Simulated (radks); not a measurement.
# Co⁺ in [Ne] 3s1.5 3p6 3d8 4d0.5: an all-electron calculation

Aim: the levels, the sizes of the orbitals and the parts of the energy of the cobalt ion Co+.

Method: Dirac Kohn-Sham, PBE, spin-unpolarised, spherical densities, point nucleus; open shells fill j = l - 1/2 first. Code: radks (a radial shooting solver on a logarithmic mesh, Libxc functionals) version 1.

## 1. The system

```
element       : cobalt (Z = 27)
charge        : +1
electrons     : 26
configuration : [Ne] 3s1.5 3p6 3d8 4d0.5
```

## 2. The calculation

Settings of this run:

```text
Z 27
configuration [Ne] 3s1.5 3p6 3d8 4d0.5 4s0 4p0 4f0 5d0
relativity Dirac
functional pbe,pbe
spin unpolarised
j_filling energy
nucleus point
c 137.035999084
```

Started as:

```console
$ python run_ks.py task.json out
```

This one command runs every case of the session in turn.

What does the calculation give?

The runs gave:

```
                        quantity                   value
                    total energy     -1391.00806 hartree
exchange-correlation share of it                  4.25 %
                            −T/E                  1.0150
          highest occupied level        4d3/2, -3.443 eV
    most extended occupied level  4d3/2, <r> = 6.41 bohr
 radius at density 0.001 e/bohr³               3.36 bohr
    maxima of the radial density                       4
```

**Reading.** The radial density shows 4 maxima for 4 occupied principal shells. −T/E is 1.015: with relativity the kinetic term as defined here no longer equals −E. This is not the tabulated ground configuration, so its levels and sizes aren't those of the ground state, and no measured value stands beside it.
